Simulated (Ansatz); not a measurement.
**KI: ionisation energy by level of theory**

How much energy removes an electron from KI at fixed geometry? The cation is run at each level and the neutral's energy taken from earlier runs.

Program: Ansatz 0.2.0, Gaussian basis. Level of theory: unrestricted cation, the program's frozen cores in correlated methods. These are calculated values, not measurements.

Levels to be run: UKS PBE-D4/def2-TZVPP; UKS r2SCAN-D4/def2-TZVPP; UKS PBE0-D4/def2-TZVPP; UKS B3LYP-D4/def2-TZVPP; UKS wB97X-V/def2-TZVPP; UKS wB97M-V/def2-TZVPP; UKS B2PLYP/def2-TZVPP; UHF-CCSD(T)/def2-TZVPP; UHF-CCSD(T)/def2-QZVPP; extrapolation to the limit; then −ε(HOMO) from the neutral's earlier runs with LDA (SPW92), PBE-D4, revPBE-D4, BLYP-D4, r2SCAN-D4, B97M-V, PBE0-D4, B3LYP-D4, r2SCANh-D4, r2SCAN0-D4, HSE06-D4, BHLYP-D4, CAM-B3LYP-D4, LC-ωPBE, ωB97X-V, ωB97M-V.

**1. The geometry**

All runs share one geometry, relaxed beforehand with PBE0-D4 in a triple-zeta def2 set. I takes the def2 core potential; no spin-orbit term is included.

SMILES `[K][I]`, 2 atoms, charge 0, spin multiplicity 1.

Atoms are counted from 1 here; the program's logs count them from 0.

Bond lengths: K1–I2 3.071 Å.

**2. Cation, UKS PBE-D4/def2-TZVPP**

in.yaml reads:

```yaml
crystal:
  periodic: [false, false, false]
  atoms:
    - {symbol: K, position_ang: [0.000000, 0.000000, -0.011368]}
    - {symbol: I, position_ang: [-0.000000, -0.000000, 3.059212]}
basis:
  gaussian: {orbitals: def2-TZVPP}
total_charge: 1
magnetization: {spin_polarized: true, initial_magnetization: 1}
hamiltonian: {xc: pbe, dispersion: d4}
```

Launch:

```bash
$ ansatz run in.yaml --threads 2 --pin off --events-out ev --progress --plain --max-ram 32768MiB --backend cpu
```

After this run come: Cation, UKS r2SCAN-D4/def2-TZVPP; Cation, UKS PBE0-D4/def2-TZVPP; Cation, UKS B3LYP-D4/def2-TZVPP; Cation, UKS wB97X-V/def2-TZVPP; Cation, UKS wB97M-V/def2-TZVPP; Cation, UKS B2PLYP (frozen core)/def2-TZVPP; Cation, UHF-CCSD(T)/def2-TZVPP; Cation, UHF-CCSD(T)/def2-QZVPP.

Q: Predict the results of all the runs planned. Wanted: ionisation energy, CCSD(T)/CBS; nearest functional by difference; nearest −ε(HOMO); −ε(HOMO) of PBE; T1 of the cation.

**Answer**, as computed:

```
                        quantity                value
  ionisation energy, CCSD(T)/CBS              7.82 eV
nearest functional by difference  B3LYP-D4 (-0.05 eV)
                nearest −ε(HOMO)   LC-ωPBE (+0.12 eV)
                 −ε(HOMO) of PBE              4.46 eV
                T1 of the cation                0.006
```

**Reading.** Energy differences with functionals land within 0.19 eV of the reference. The PBE orbital energy is 3.4 eV too small: a semilocal HOMO is no ionisation energy. Among orbital estimates LC-ωPBE comes nearest. Hartree-Fock falls 1.11 eV short, as the neutral has more correlation energy than the cation. Correlated methods include outer-core shells of I, K, which these sets cover unevenly. With outer-core shells in play the reference is unsure by up to some tenths of an eV, so close misses can't be ranked.
